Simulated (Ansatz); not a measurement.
# Cobalt, simple cubic: r²SCAN0 at the r²SCAN geometry

Aim: see what exact exchange does to the levels and moments, and what it costs. The cell comes from an earlier r²SCAN relaxation. Exact exchange is dear, so the k-mesh is coarse, and r²SCAN is run on the same mesh for comparison.

Computed with Ansatz 0.2.0 (DFT, plane waves (500 eV) with PBE-made PAW files, scalar-relativistic; functionals as named at each step, unless a step says otherwise).

### Step 1. The system as given

Symmetry: Pm-3m, No. 221, cubic system. Conventional cell: a = 2.327 Å, b = 2.327 Å, c = 2.327 Å, α = 90.00°, β = 90.00°, γ = 90.00°. Around Co (site symmetry m-3m) lie 6 Co at 2.33 Å.

Structure file:

```
Co
1.0
     2.32699    0.00000    0.00000
     0.00000    2.32699    0.00000
     0.00000    0.00000    2.32699
Co
1
Direct
  0.00000 0.00000 0.00000
```

The atoms start with moments of +2.09 μB.

### Step 2. r²SCAN on the coarse mesh

The run with r²SCAN.

input.yaml

```yaml
crystal:
  lattice:
    - [2.3269918538, 0.0, 0.0]
    - [0.0, 2.3269918538, 0.0]
    - [0.0, 0.0, 2.3269918538]
  atoms:
    - { symbol: Co, position: [0.0, 0.0, 0.0], spin: 2.085 }
hamiltonian:
  xc: r2scan
  pseudopotentials:
    kind: paw
    azcp:
      Co: "pseudopotentials/Co.paw.azcp"
basis:
  ecutwfc: 500
  fft_grid_basis: typed
kpoints:
  mp_grid: { grid: [7, 7, 7], shift: [0, 0, 0] }
magnetization:
  spin_polarized: true
scf:
  occupations: { method: fermi_dirac, width: 0.1 }
```

Command:

```console
$ ansatz run input.yaml --threads 4 --pin off --max-ram 8192MiB --backend cpu --events-out ev --progress --plain --runs-dir out
```

Log (excerpt; [...] marks lines left out):

```text
Warning: RAYON_NUM_THREADS=4 ignored (pool sized by the plan → 4); use --threads N
[...]
Pseudopotentials: kind: paw
Pseudopotential: Co, paw, valence charge 17, recommended cutoff 500 eV (meta_gga), <dir>
Functional definition: r2SCAN
[...]
Crystal: 1 atoms, lattice volume = 12.600 Å³
Basis set: ecut = 500 eV, 341 PW (Γ), exchange–correlation on 72×72×72 points (64 copies of the dense FFT grid, shifted against one another)
Bands: 14, of which v1, the nominal top of the filled ones, is band 9 counted from 1 (8 counted from 0)
Symmetry: 48 space group operations
Space group: Pm-3m (ITA 221), of the structure as read, at distance tolerance 2.3e-5 Å
Magnetic group: BNS 221.92 (UNI 1594), of the structure as read, at distance tolerance 2.3e-5 Å
k-points: 20 of 343
[...]
Starting moments: Σ|m| = 2.085 μB on 1 of 1 site
[...]
SCF iter   1: F=—  HF=-5129.997559 eV  |F-HF|=—  |Δ(HF+E_count)|=         —  Δρ=9.19e-2 (↑2.15e-2 ↓9.19e-2)  dr2=3.57e-1  dr2_τ=6.71e-3  dr2_m=3.64e-1  M=2.155 μB ∫|m|=2.208 μB  β_m=1.00  ethr=2.25e-3  ⟨swp⟩=2.5  Hψ=3979  notcnv=0
[...]
SCF iter  14: F=-5130.822648 eV  HF=-5130.822648 eV  |F-HF|=4.18e-10  |Δ(HF+E_count)|=   7.56e-8  Δρ=1.94e-6 (↑1.00e-6 ↓1.94e-6)  dr2=5.97e-10  dr2_τ=3.73e-12  dr2_m=4.08e-11  M=1.996 μB ∫|m|=2.165 μB  ethr=2.98e-11  ⟨swp⟩=1.0  Hψ=1614  notcnv=0
[...]
this state was not tested for a lower state beside it, because the mixer in use, unlike msr1, does not test its closes by its own steps (another_mixer; see scf.mixing.algorithm and scf.lower_state_search)
SCF converged after 14 iterations
Magnetization: 1.9963 μB (9.4981 up, 7.5019 down)
Absolute magnetization: 2.1650 μB (∫|ρ↑−ρ↓|, with the PAW one-centre terms)
Spin contamination: 0.0456 ħ² per cell (⟨S²⟩ above its minimum at these occupations)
Per-site moments (μB) at R_I (Å): [(2.064000013724272, 0.9598841396925001)]
Free energy (F): -5130.822648 eV
[...]
E sigma→0 (E₀):  -5130.811912 eV
Entropy (-TS):   -0.021472 eV (-21.472 meV/atom)
Fermi energy:    16.030759 eV
[...]
```

Wall time 1.2 s (4 threads of Arm Neoverse V1, shared host); peak memory 0.27 GiB.

### Step 3. r²SCAN0, coarse mesh

The run with r²SCAN0.

Changes to input.yaml since step 2:

```diff
@@ -8,3 +8,3 @@
 hamiltonian:
-  xc: r2scan
+  xc: r2scan0
   pseudopotentials:
```

Command:

```console
$ ansatz run input.yaml --threads 4 --pin off --max-ram 8192MiB --backend cpu --events-out ev --progress --plain --runs-dir out
```

Log (excerpt; [...] marks lines left out):

```text
Warning: RAYON_NUM_THREADS=4 ignored (pool sized by the plan → 4); use --threads N
[...]
[... 2 set-up lines as earlier in the session ...]
Functional definition: r2SCAN0
[...]
Crystal: 1 atoms, lattice volume = 12.600 Å³
Basis set: ecut = 500 eV, 341 PW (Γ), exchange–correlation on 72×72×72 points (64 copies of the dense FFT grid, shifted against one another)
Bands: 14, of which v1, the nominal top of the filled ones, is band 9 counted from 1 (8 counted from 0)
[... 2 set-up lines as earlier in the session ...]
Magnetic group: BNS 221.92 (UNI 1594), of the structure as read, at distance tolerance 2.3e-5 Å
k-points: 20 of 343
[...]
Starting moments: Σ|m| = 2.085 μB on 1 of 1 site
[...]
hybrid SCF converged: 7 outer / 66 inner (+16 warm-up), last move |dexx| = 2.16e-9 eV, tail = 1.77e-8 eV
Magnetization: 2.4610 μB (9.7305 up, 7.2695 down)
Absolute magnetization: 2.5297 μB (∫|ρ↑−ρ↓|, with the PAW one-centre terms)
Spin contamination: 0.0518 ħ² per cell (⟨S²⟩ above its minimum at these occupations)
Per-site moments (μB) at R_I (Å): [(2.4318382167961334, 0.9598841396925001)]
Free energy (F): -5128.311022 eV
Frozen-core exchange: fock
[...]
E sigma→0 (E₀):  -5128.308846 eV
Entropy (-TS):   -0.004353 eV (-4.353 meV/atom)
Fermi energy:    16.943542 eV
[...]
--- Band table (eV; the first three rows and the last of 40) ---
  k-point 0 ↑: bands = ["-90.9550", "-51.5050", "-51.5050", "-51.5050", "5.0955", "8.1463", "8.1463", "10.5471", "10.5471", "10.5471", "36.3776", "36.3776"]
[...]
  guard bands above this table: 2 of the run's 14 bands. The solve was not asked for them (output.publish_guard_bands: true or output.eigenvalues: true publishes all)
```

It took 19 s on 4 threads of Arm Neoverse V1, shared host; peak memory 0.81 GiB.

### Step 4. Side by side

```csv
functional,gap on the mesh,Fermi energy (eV),magnetic state,SCF cycles,exchange loops,CPU time
r²SCAN,none (levels filled in part),16.031,"ferromagnetic, up to 2.06 μB per atom",14,-,3.4 s
r²SCAN0,none (levels filled in part),16.944,"ferromagnetic, up to 2.43 μB per atom",82,7,69 s
```

### Step 5. Outcome

```
                             quantity                                  value
                          r²SCAN: gap           none (levels filled in part)
               r²SCAN: magnetic state  ferromagnetic, up to 2.06 μB per atom
                         r²SCAN0: gap           none (levels filled in part)
              r²SCAN0: magnetic state  ferromagnetic, up to 2.43 μB per atom
  r²SCAN0: SCF cycles, exchange loops                                  82, 7
r²SCAN0: CPU time over that of r²SCAN                                     21
```

Neither r²SCAN nor r²SCAN0 shows a clean gap on this mesh. Moments change from 2.06 μB to 2.43 μB at most; exact exchange favours larger moments in itinerant magnets. r²SCAN0 cost 21 times the CPU time of r²SCAN. The exchange operator of r²SCAN0 was renewed in 7 outer loops. Absolute energies differ from functional to functional, by eV per atom at times, and say nothing by themselves.
